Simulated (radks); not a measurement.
# Valence configurations of Pm⁺

One table from this session's results is given with a row withheld; the runs are named, their logs left out.

The numbers are computed with radks (a radial shooting solver on a logarithmic mesh, Libxc functionals) version 1 (scalar-relativistic Kohn-Sham, LDA (Slater exchange, Perdew-Wang correlation), spin-polarised, spherical densities, finite nucleus; open shells are filled with parallel spins first), except any that are marked as measured or tabulated.

**Starting point**

```
element            : promethium (Z = 61)
charge             : +1
electrons          : 60
configuration      : [Xe] 4f5 6s1
nuclear rms radius : 4.962 fm
others tried       : 4f4 5d1 6s1; 4f3 5d1 6s2; 4f3 6s1 6p2; 4f3 6p3; 4f4 6s2; 4f5 5d1; 4f6; 4f5.5 6s0.5; 4f4 6s1 6p1
```

Outer shells as boxes (Hund's rule):

Pm⁺
```
[Xe] core
4f [↑ ][↑ ][↑ ][↑ ][↑ ][  ][  ]
6s [↑ ]
```

Set-up of the first run:

Settings of this run:

```text
Z 61
configuration [Xe] 4f5 6s1
relativity scalar-relativistic
functional lda,pw
spin polarised
nucleus finite rms 4.962 fm
c 137.035999084
```

Steps of the session up to this table: [Xe] 4f5 6s1.

One of the session's tables, all rows but one given; the rest of the session is left out.

It belongs to the step «[Xe] 4f5 6s1». Sizes of the orbitals, from the radial functions (bohr):

| level | <r> | outermost maximum (interpolated) | 90 % within | nodes |
| --- | --- | --- | --- | --- |
| 5s up | 1.433 | 1.28 | 2.07 | 4 |
| 5s down | 1.449 | 1.29 | 2.09 | 4 |
| 5p up | 1.683 | 1.46 | 2.47 | 3 |
| 5p down | 1.707 | 1.47 | 2.51 | 3 |
| 4f up | 1.033 | 0.637 | 1.82 | 0 |
| 6s up | 3.870 | 3.43 | 5.58 | 5 |
| 6s down | 3.985 | 3.49 | 5.79 | 5 |
| 4f down | ? | ? | ? | ? |

Q: Estimate the row for 4f down from the others.

**Answer.** <r>: 1.107; outermost maximum (interpolated): 0.639; 90 % within: 2.00; nodes: 0. In the column «<r>» it lies between 4f up (1.033) and 5s up (1.433).
